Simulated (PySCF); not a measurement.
# CH₂NOSi−, an adduct: interaction energy

An exercise on one series of results from a longer session: the logs are not shown, and one member is left open.

Programs: PySCF 2.14.0. All values are calculated, for the isolated system unless a continuum is named. Atoms count from 0, parts from 1.

### The system as given

6 atoms, charge -1, multiplicity 1; geometry: GFN2-xTB. Parts: 1 = atoms 0–2, `[SiH2]`, charge 0; 2 = atoms 3–5, `[N-]=C=O`, charge -1. In the given geometry Si0 and N3 of different parts are bonded (1.80 Å), so values for the parts refer to these atom groups.

The first run:

Job settings and geometry (Å):

```
{"job": {"xc": "PBE0", "basis": "def2-SVPD", "d3": "d3bj", "grid": 2, "kind": "geom", "shake": 0.01}, "charge": -1, "multiplicity": 1, "parts": [{"atoms": "0-2", "charge": 0, "multiplicity": 1}, {"atoms": "3-5", "charge": -1, "multiplicity": 1}]}
Si     0.254075     0.682610     0.015254
H      0.775781    -0.459239    -0.771217
H     -0.816219     0.002280     0.825239
N      1.511788     0.779123     1.301356
C      2.589844     1.038278     1.545588
O      3.695193     1.302598     1.915560
```

On the command line:

```sh
$ OMP_NUM_THREADS=1 python cluster_run.py task.json out
```

The driver reads the jobs from task.json and runs them one after another.

Among the steps run: Relaxing the molecule at PBE0-D3(BJ)/def2-SVPD; Coupled-cluster interaction energy: CCSD(T) and MP2.

One table of the session follows, with a row left open; its other results are not shown here.

It belongs to the step «Coupled-cluster interaction energy: CCSD(T) and MP2». 

| method | interaction energy (kcal/mol) |
| --- | --- |
| HF/aug-cc-pVDZ | -46.10 |
| MP2/aug-cc-pVDZ | -52.32 |
| CCSD/aug-cc-pVDZ | -47.86 |
| CCSD(T)/aug-cc-pVDZ | -49.02 |
| HF/aug-cc-pVTZ | -50.31 |
| MP2/aug-cc-pVTZ | -57.98 |
| SCS-MP2/aug-cc-pVTZ | ? |
| MP2, extrapolated | -58.59 |
| CCSD(T), limit estimate | -55.29 |

**Question.** Estimate the row for SCS-MP2/aug-cc-pVTZ.

As computed: interaction energy (kcal/mol): -55.05. In the column «interaction energy (kcal/mol)» it lies between CCSD(T), limit estimate (-55.29) and MP2/aug-cc-pVDZ (-52.32).

At this geometry Si0 and N3 of different parts are bonded (1.86 Å), so this energy is that of a chemical bond rather than of a weak contact.

Limits of these values: The interaction energy leaves out the deformation of the parts, 1.37 kcal/mol (MP2); added to the CCSD(T) estimate it gives a binding of about -53.91 kcal/mol.
